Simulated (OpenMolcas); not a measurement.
# Ta⁴⁺ among point charges: CASSCF and CASPT2 levels and susceptibility

How does a field of 6 point charges split the states of Ta⁴⁺, and what χT follows?

The numbers are computed with OpenMolcas 26.06 (state-averaged CASSCF and CASPT2, spin-orbit coupling by RASSI with atomic mean-field integrals), except any that are marked as measured or tabulated.

## (1) The system

| Quantity | Value |
| --- | --- |
| Species | Ta⁴⁺ (tantalum, Z = 73, 69 electrons) |
| Basis | ANO-RCC-VDZP [7s6p4d2f1g], 68 functions |
| Scalar Hamiltonian | DKH2, point nucleus |
| Inactive shells | 1s 2s 2p 3s 3p 3d 4s 4p 4d 4f 5s 5p |
| Active space | 1 electron in 5 orbitals (5d) |
| Some configurations of this space | 5d |
| Orbitals | optimised for each spin and parity, averaged over all roots |

Outer shells as boxes (Hund's rule):

5d
```
5d [↑ ][  ][  ][  ][  ]
```

The ion sits among 6 point charges of -0.98 e arranged as a trigonal prism (D3h), 1.77 Å from the ion.

The work runs as a chain of OpenMolcas steps in one folder; each step below is one input file. Labels, J, g values, rates, χT and fits are worked out afterwards by a script from the matrices that RASSI stores.

## (2) GATEWAY and SEWARD: basis and integrals

Input file a.inp:

```
&GATEWAY
Coord
1

Ta 0.0 0.0 0.0
Basis=ANO-RCC-VDZP
Group=NoSym
NoMove
AngMom=0.0 0.0 0.0
AMFI
XField
6 Angstrom 0
1.337861 0.000000 1.158891 -0.980000
-0.668930 1.158621 1.158891 -0.980000
-0.668930 -1.158621 1.158891 -0.980000
1.337861 0.000000 -1.158891 -0.980000
-0.668930 1.158621 -1.158891 -0.980000
-0.668930 -1.158621 -1.158891 -0.980000
&SEWARD
```

Launch:

```console
> OMP_NUM_THREADS=1 MOLCAS_MEM=1689 MOLCAS_PROJECT=a pymolcas a.inp > a.log
```

## (3) Reference wave functions, doublets, 5 roots

Input file a.inp:

```
&RASSCF
FileOrb=start.orb
Symmetry=1
Spin=2
nActEl=1 0 0
Inactive=34
Ras2=5
CIRoot=5 5 1
SDav=5
CIMx=300
Iter=120 100
PrWF=0.3
OrbListing=Nothing
MaxOrb=0
>>> COPY $Project.JobIph JOB001
```

start.orb holds the contracted functions of the basis, ordered by shell, or the orbitals of the step before.

## (4) RASSI: spin-orbit coupling between the states

Input file a.inp:

```
&RASSI
NrOfJobIphs=1 5
1 2 3 4 5
IphNames
JOB001
EJob
SpinOrbit
DIPRint=1.0
SOCoupling=1000.0
Subsets=2
Property=9
'ANGMOM' 1 'ANGMOM' 2 'ANGMOM' 3 'MLTPL  1' 1 'MLTPL  1' 2 'MLTPL  1' 3
'AMFI' 1 'AMFI' 2 'AMFI' 3
SOProperty=3
'ANGMOM' 1 'ANGMOM' 2 'ANGMOM' 3
```

## (5) CASPT2: IPEA 0.25, imaginary shift 0.1 (closed shells correlated: 4f 5s 5p)

Input file a.inp:

```
>>> COPY JOB001 $Project.JobIph
&CASPT2
Multistate=5 1 2 3 4 5
NoMult
Frozen=23
IPEA=0.25
Imaginary=0.1
MaxIter=60
WThr=0.0 0.3 0.05
PrWF=0.5
NoMix
```

(Steps that only read results are left out.)

**Question.** What will these runs give? Wanted: spin-free ground state; first state of the same spin within the active space; lowest level; next level.

The runs gave:

```
                                            quantity                                                                           value
                                              method  SS-CASPT2, IPEA 0.25, imaginary shift 0.1 (closed shells correlated: 4f 5s 5p)
                              spin-free ground state                                                  2E, 2-fold in its orbital part
first state of the same spin within the active space                                                                2A1 at 2730 cm⁻¹
                                        lowest level                                               2-fold E3/2, g = 0.00, 0.00, 1.93
                                          next level                                                                     4689.0 cm⁻¹
                                         χT at 300 K                                                                  0.14 cm³ K/mol
                           effective moment at 300 K                                                                         1.05 μB
```

Cost by method:

| method | time of its own steps | time with the reference |
| --- | --- | --- |
| A. CASSCF | 3.2 s | 3.2 s |
| B. SS-CASPT2, IPEA 0.25, imaginary shift 0.1, +4f 5s 5p | 1.8 s | 5 s |

Times are of one thread on a shared host.

In words: The spin-free ground state (2E) comes to 100 % from free-ion D terms and keeps the highest spin of the shell. χT at 300 K is 0.14, against 0.38 cm³ K/mol for the spin alone, so orbital moment lowers it. CASPT2 does not keep the components of a term degenerate, and the means are used. The field of point charges can differ much from that of real complexes. Point charges carry no covalency, so the field is a model and not that of real ligands.
